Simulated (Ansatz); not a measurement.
**C2H3AlO (SMILES O[C]1=[CH][AlH]1): functionals against CCSD(T) at one geometry**

The task here is to estimate one member of a computed series from the others.

Method: single points in def2-TZVPP; program: Ansatz 0.2.0, Gaussian basis.

Correlated methods freeze the cores.

## Starting geometry

7 atoms, charge 0, spin multiplicity 1.

Atoms are counted from 1 here; the program's logs count them from 0.

Bond lengths: O1–C2 1.349 Å, O1–H5 0.960 Å, C2–C3 1.405 Å, C2–Al4 1.935 Å, C3–Al4 1.900 Å, C3–H6 1.103 Å, Al4–H7 1.584 Å. Angles: C2–O1–H5 112.1°, O1–C2–C3 125.8°, O1–C2–Al4 167.0°, C3–C2–Al4 67.2°, C2–C3–Al4 69.8°, C2–C3–H6 122.6°, Al4–C3–H6 167.6°, C2–Al4–C3 43.0°, C2–Al4–H7 157.6°, C3–Al4–H7 159.4°.

Geometry (Å):

| atom | x (Å) | y (Å) | z (Å) |
| --- | --- | --- | --- |
| O1 | -1.7857 | 0.2223 | -0.4249 |
| C2 | -0.4404 | 0.1796 | -0.3373 |
| C3 | 0.2966 | -0.3927 | 0.7136 |
| Al4 | 1.4719 | 0.3440 | -0.5849 |
| H5 | -2.2101 | -0.2269 | 0.3100 |
| H6 | -0.1832 | -0.8885 | 1.5741 |
| H7 | 2.8261 | 0.7765 | -1.2829 |

The first run:

File run/in.yaml:

```yaml
crystal:
  periodic: [false, false, false]
  atoms:
    - {symbol: O, position_ang: [-1.785710, 0.222281, -0.424873]}
    - {symbol: C, position_ang: [-0.440395, 0.179584, -0.337296]}
    - {symbol: C, position_ang: [0.296602, -0.392657, 0.713624]}
    - {symbol: Al, position_ang: [1.471888, 0.343998, -0.584916]}
    - {symbol: H, position_ang: [-2.210097, -0.226855, 0.309971]}
    - {symbol: H, position_ang: [-0.183160, -0.888510, 1.574066]}
    - {symbol: H, position_ang: [2.826066, 0.776508, -1.282945]}
basis:
  gaussian: {orbitals: def2-TZVPP}
hamiltonian: {xc: pbe, dispersion: d4}
output: {forces: true}
```

Command:

```sh
ansatz run in.yaml --threads 2 --pin off --events-out ev --progress --plain --max-ram 3481MiB
```

Steps of the session up to this table: PBE-D4/def2-TZVPP; r2SCAN-D4/def2-TZVPP; PBE0-D4/def2-TZVPP; wB97M-V/def2-TZVPP; CCSD(T)/def2-TZVPP.

One of the session's tables, all rows but one given; the rest of the session is left out.

| method | RMS force component (eV/Å) | angle to CCSD(T) forces (°) | dipole (D) |
| --- | --- | --- | --- |
| PBE-D4 | 0.646 | 18.9 | 0.85 |
| r2SCAN-D4 | 0.662 | 12.7 | 0.91 |
| PBE0-D4 | ? | ? | ? |
| wB97M-V | 0.692 | 14.6 | 1.10 |
| CCSD(T) | 0.547 | reference | 1.08 |

Estimate the missing values for PBE0-D4.

**Answer.** RMS force component (eV/Å): 0.696; angle to CCSD(T) forces (°): 19.3; dipole (D): 1.02. In the column «RMS force component (eV/Å)» it is the highest.
